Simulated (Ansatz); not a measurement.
**SiNi3: further runs on the relaxed cell**

One table from this session's results is given with a row withheld; the runs are named, their logs left out.

The COD entry's cell or inner coordinates are ideal or old and differ from later refinements, so a difference from it is no clean test against experiment.

Method: DFT PBEsol, scalar-relativistic, plane waves, PAW, in Ansatz 0.2.0.

2 further runs of the same task are left out: 2 set aside as unsound or not needed.

### The starting structure

The structure is cubic, space group Pm-3m (No. 221). Conventional cell: a = 3.461 Å, b = 3.461 Å, c = 3.461 Å, α = 90.00°, β = 90.00°, γ = 90.00°. Si (site symmetry m-3m) has 12 Ni at 2.45 Å as nearest neighbours. Ni (site symmetry 4/mmm) is surrounded by 4 Si at 2.45 Å and 8 Ni at 2.45 Å.

Coordinates:

```cif
data_structure
_symmetry_space_group_name_H-M 'P 1'
_symmetry_Int_Tables_number 1
_cell_length_a 3.4612
_cell_length_b 3.4612
_cell_length_c 3.4612
_cell_angle_alpha 90.000
_cell_angle_beta 90.000
_cell_angle_gamma 90.000
_cell_volume 41.46
loop_
_atom_site_label
_atom_site_type_symbol
_atom_site_fract_x
_atom_site_fract_y
_atom_site_fract_z
_atom_site_occupancy
Si1 Si 0.00000 0.00000 0.00000 1
Ni1 Ni 0.00000 0.50000 0.50000 1
Ni2 Ni 0.50000 0.00000 0.50000 1
Ni3 Ni 0.50000 0.50000 0.00000 1
```

It is the result of an earlier relaxation at this level (volume 10.37 Å³/atom; gap on the mesh: none (metal)).

Set-up of the first run:

input.yaml reads:

```yaml
crystal:
  lattice:
    - [3.4612022582, 0.0, 0.0]
    - [0.0, 3.4612022582, 0.0]
    - [0.0, 0.0, 3.4612022582]
  atoms:
    - { symbol: Si, position: [0.0, 0.0, 0.0] }
    - { symbol: Ni, position: [0.0, 0.5, 0.5] }
    - { symbol: Ni, position: [0.5, 0.0, 0.5] }
    - { symbol: Ni, position: [0.5, 0.5, 0.0] }
basis:
  ecutwfc: 420
kpoints:
  mp_grid: { grid: [12, 12, 12] }
  band_path:
    path:
      - [[0.0, 0.0, 0.0], [0.0, 0.5, 0.0], [0.5, 0.5, 0.0], [0.0, 0.0, 0.0], [0.5, 0.5, 0.5], [0.0, 0.5, 0.0]]
      - [[0.5, 0.5, 0.5], [0.5, 0.5, 0.0]]
    npoints: 14
hamiltonian:
  xc: pbesol
scf:
  occupations: { method: gaussian, width: 0.1 }
  n_extra_bands: 10
output:
  forces: true
  stress: true
  eigenvalues: true
  populations: true
  dos: { projected: true, de: 0.02, nscf_kmesh: { grid: [18, 18, 18] } }
  bader: true
  write_density: true
  write_potential: true
  elf: true
  volumetric_format: npy
```

Command:

```sh
$ ansatz run input.yaml --threads 1 --pin off --max-ram 2560MiB --backend cpu --events-out ev --progress --plain --runs-dir out
```

Among the steps run: Bands, states and charges; Back to the database's cell; Point at V/V0 = 0.97; Point at V/V0 = 1.03; The cell scaled to 0.94 of its volume; The cell scaled to 1.06 of its volume; Volume × 0.91; The cell scaled to 1.10 of its volume; The cell scaled to 0.88 of its volume.

One of the session's tables, all rows but one given; the rest of the session is left out.

It belongs to the step «Fit of the equation of state». 

| volume (Å³/atom) | energy above the lowest point (meV/atom) | pressure (GPa) |
| --- | --- | --- |
| 9.122 | 142.1 | 41.37 |
| 9.433 | ? | ? |
| 9.744 | 31.3 | 17.15 |
| 10.055 | 7.3 | 7.83 |
| 10.366 | 0.0 | -0.04 |
| 10.677 | 6.7 | -6.66 |
| 10.988 | 25.2 | -12.24 |
| 11.403 | 65.1 | -18.31 |

Q: Estimate the row for volume (Å³/atom) = 9.433 from the others.

Worked estimate for «energy above the lowest point (meV/atom)». A straight line through the neighbours (9.122, 142.1) and (9.744, 31.3) gives 142.1 + (31.3 − 142.1) × (9.433 − 9.122) / (9.744 − 9.122) = 86.7; a parabola fitted to 3 rows on both sides gives 76.2.

As computed: energy above the lowest point (meV/atom): 75.0; pressure (GPa): 28.22. In «energy above the lowest point (meV/atom)» the line misses by +11.7 and the parabola by +1.2.

Caveats from the session: The final runs have no spin polarisation, so no magnetic state was tried and one may lie lower.
